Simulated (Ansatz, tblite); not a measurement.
# Al(AsH3)H3 (AlAsH₆): removing an electron

The task here is to estimate one member of a computed series from the others.

Program: Ansatz 0.2.0, Gaussian basis. Level of theory: as each input shows. These are calculated values, not measurements.

Plan: charge +1 doublet, at the geometry of the singlet (PBE0-D4/def2-TZVP, PBE-D4/def2-TZVP, r2SCAN-D4/def2-TZVP, CCSD(T)/def2-TZVPP); the starting singlet's energies come from earlier runs.

## The structure

The singlet was relaxed beforehand with r2SCAN-D4/def2-TZVP.

8 atoms, charge 0, spin multiplicity 1.

Atoms are counted from 1 here; the program's logs count them from 0.

Bond lengths: Al1–As2 2.616 Å, Al1–H6 1.595 Å, Al1–H7 1.596 Å, Al1–H8 1.596 Å, As2–H3 1.507 Å, As2–H4 1.507 Å, As2–H5 1.507 Å. Angles: As2–Al1–H6 96.7°, As2–Al1–H7 96.6°, As2–Al1–H8 96.7°, H6–Al1–H7 118.7°, H6–Al1–H8 118.7°, H7–Al1–H8 118.7°, Al1–As2–H3 120.0°, Al1–As2–H4 120.2°, Al1–As2–H5 120.1°, H3–As2–H4 97.0°, H3–As2–H5 97.0°, H4–As2–H5 97.0°.

As a file:

```mol
AlAsH6
  3D, bonds by distance, orders not assigned

  8  7  0  0  0  0  0  0  0  0999 V2000
   -0.0045    0.0105   -1.5220 Al  0  0
    0.0036   -0.0087    1.0937 As  0  0
    0.7357    1.0672    1.8535 H   0  0
    0.5756   -1.1849    1.8422 H   0  0
   -1.2947    0.0799    1.8533 H   0  0
    1.5782   -0.0542   -1.7130 H   0  0
   -0.7398    1.4163   -1.6923 H   0  0
   -0.8541   -1.3261   -1.7154 H   0  0
  1  2  8  0
  1  6  8  0
  1  7  8  0
  1  8  8  0
  2  3  8  0
  2  4  8  0
  2  5  8  0
M  END
```

The first run:

Input file in.yaml:

```yaml
crystal:
  periodic: [false, false, false]
  atoms:
    - {symbol: Al, position_ang: [-0.004478, 0.010505, -1.521968]}
    - {symbol: As, position_ang: [0.003582, -0.008741, 1.093666]}
    - {symbol: H, position_ang: [0.735698, 1.067198, 1.853458]}
    - {symbol: H, position_ang: [0.575564, -1.184921, 1.842200]}
    - {symbol: H, position_ang: [-1.294688, 0.079880, 1.853315]}
    - {symbol: H, position_ang: [1.578210, -0.054188, -1.713020]}
    - {symbol: H, position_ang: [-0.739786, 1.416327, -1.692280]}
    - {symbol: H, position_ang: [-0.854102, -1.326062, -1.715362]}
basis:
  gaussian: {orbitals: def2-TZVP}
total_charge: 1
magnetization: {spin_polarized: true, initial_magnetization: 1}
hamiltonian: {xc: pbe0, dispersion: d4}
output: {orbitals: {seedname: orbitals}}
```

Launch:

```sh
ansatz run in.yaml --threads 4 --pin off --events-out ev --progress --plain --max-ram 3916MiB
```

Among the steps run: Charge +1 doublet at the fixed geometry, PBE0-D4/def2-TZVP; Charge +1 doublet at the fixed geometry, PBE-D4/def2-TZVP; Charge +1 doublet at the fixed geometry, r2SCAN-D4/def2-TZVP; Charge +1 doublet at the fixed geometry, CCSD(T)/def2-TZVPP.

One table of the session follows, with a row left open; its other results are not shown here.

It belongs to the step «Vertical ionisation energy». 

| method | vertical ionisation energy (eV) |
| --- | --- |
| HF/def2-TZVPP | 9.62 |
| PBE-D4/def2-TZVP | ? |
| r2SCAN-D4/def2-TZVP | 9.94 |
| PBE0-D4/def2-TZVP | 10.10 |
| MP2/def2-TZVPP | 10.38 |
| CCSD/def2-TZVPP | 10.41 |
| CCSD(T)/def2-TZVPP | 10.40 |

Estimate the missing values for PBE-D4/def2-TZVP.

**Answer.** vertical ionisation energy (eV): 9.81. In the column «vertical ionisation energy (eV)» it lies between HF/def2-TZVPP (9.62) and r2SCAN-D4/def2-TZVP (9.94).
